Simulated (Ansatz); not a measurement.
# Mg: response to strain

Mg is deformed so: zz strain of -2 %. What stress and forces result, by LAPW, PAW and all-electron datasets made for the crystal?

Computed with Ansatz 0.2.0 (DFT LDA, scalar-relativistic, unless a step's input says otherwise).

### Step 1. The structure to begin with

Symmetry: P6_3/mmc, No. 194, hexagonal system. Conventional cell: a = 3.209 Å, b = 3.209 Å, c = 5.210 Å, α = 90.00°, β = 90.00°, γ = 120.00°. Around Mg (site symmetry -6m2) lie 12 Mg at 3.20 to 3.21 Å.

Structure file:

```xyz
2
Lattice="3.2093 0.0000 0.0000 -1.6046 2.7793 0.0000 0.0000 0.0000 5.2103" Properties=species:S:1:pos:R:3 pbc="T T T"
Mg    0.0000    1.8529    1.3026
Mg    1.6046    0.9264    3.9077
```

Atoms are numbered in the order of the input: Mg1, Mg2.

### Step 2. The deformed structure

Space group P6_3/mmc before, P6_3/mmc after.

### Step 3. LAPW, all electrons

File input.yaml:

```yaml
crystal:
  lattice:
    - [3.2092715325, 0.0, 0.0]
    - [-1.6046357662, 2.7793106748, 0.0]
    - [0.0, 0.0, 5.1061234]
  atoms:
    - { symbol: Mg, position: [0.3333333333, 0.6666666667, 0.25] }
    - { symbol: Mg, position: [0.6666666667, 0.3333333333, 0.75] }
kpoints:
  mp_grid: { grid: [12, 12, 7] }
  band_path:
    path:
      - [0.0, 0.0, 0.0]
      - [0.5, 0.0, 0.0]
      - [0.3333333333, 0.3333333333, 0.0]
      - [0.0, 0.0, 0.0]
      - [0.0, 0.0, 0.5]
      - [0.5, 0.0, 0.5]
      - [0.3333333333, 0.3333333333, 0.5]
      - [0.0, 0.0, 0.5]
      - [0.5, 0.0, 0.5]
    npoints: 5
scf:
  occupations: { method: fermi_dirac, width: 0.05 }
hamiltonian:
  xc: lda
  pseudopotentials: { kind: all_electron, lapw: { basis_error: 0.001 } }
output:
  forces: true
  stress: true
  eigenvalues: true
```

The run is started by

```
ansatz run input.yaml --threads 1 --pin off --max-ram 3072MiB --backend cpu --events-out ev --progress --plain --runs-dir out
```

### Step 4. Frozen-core PAW

File input.yaml:

```yaml
crystal:
  lattice:
    - [3.2092715325, 0.0, 0.0]
    - [-1.6046357662, 2.7793106748, 0.0]
    - [0.0, 0.0, 5.1061234]
  atoms:
    - { symbol: Mg, position: [0.3333333333, 0.6666666667, 0.25] }
    - { symbol: Mg, position: [0.6666666667, 0.3333333333, 0.75] }
kpoints:
  mp_grid: { grid: [12, 12, 7] }
scf:
  occupations: { method: fermi_dirac, width: 0.05 }
hamiltonian:
  xc: lda
  pseudopotentials: { kind: paw }
output:
  forces: true
  stress: true
  eigenvalues: true
  efg: { contact_densities: true }
```

### Step 5. All-electron PAW on datasets made for the crystal

input.yaml: that of step 4 with these lines changed.

```diff
@@ -14,3 +14,3 @@
   xc: lda
-  pseudopotentials: { kind: paw }
+  pseudopotentials: { kind: all_electron, datasets: crystal }
 output:
```

(Steps that only read results are left out.)

Before running it: what results should come out? Wanted: pressure; largest shear or deviatoric stress.

As calculated:

| quantity | value |
| --- | --- |
| pressure | LAPW -1.86, PAW -1.89, crystal datasets -1.87 GPa |
| largest shear or deviatoric stress (LAPW) | 0.10 GPa |

What this shows: The largest part of the stress beyond the pressure is 0.10 GPa in size, in the zz component; the atoms are carried along and not relaxed. No run of the undeformed cell stands beside it, so the pressure holds what the given cell had before the change. PAW: stress within 0.03 GPa of LAPW. Crystal datasets: stress within 0.01 GPa of LAPW.
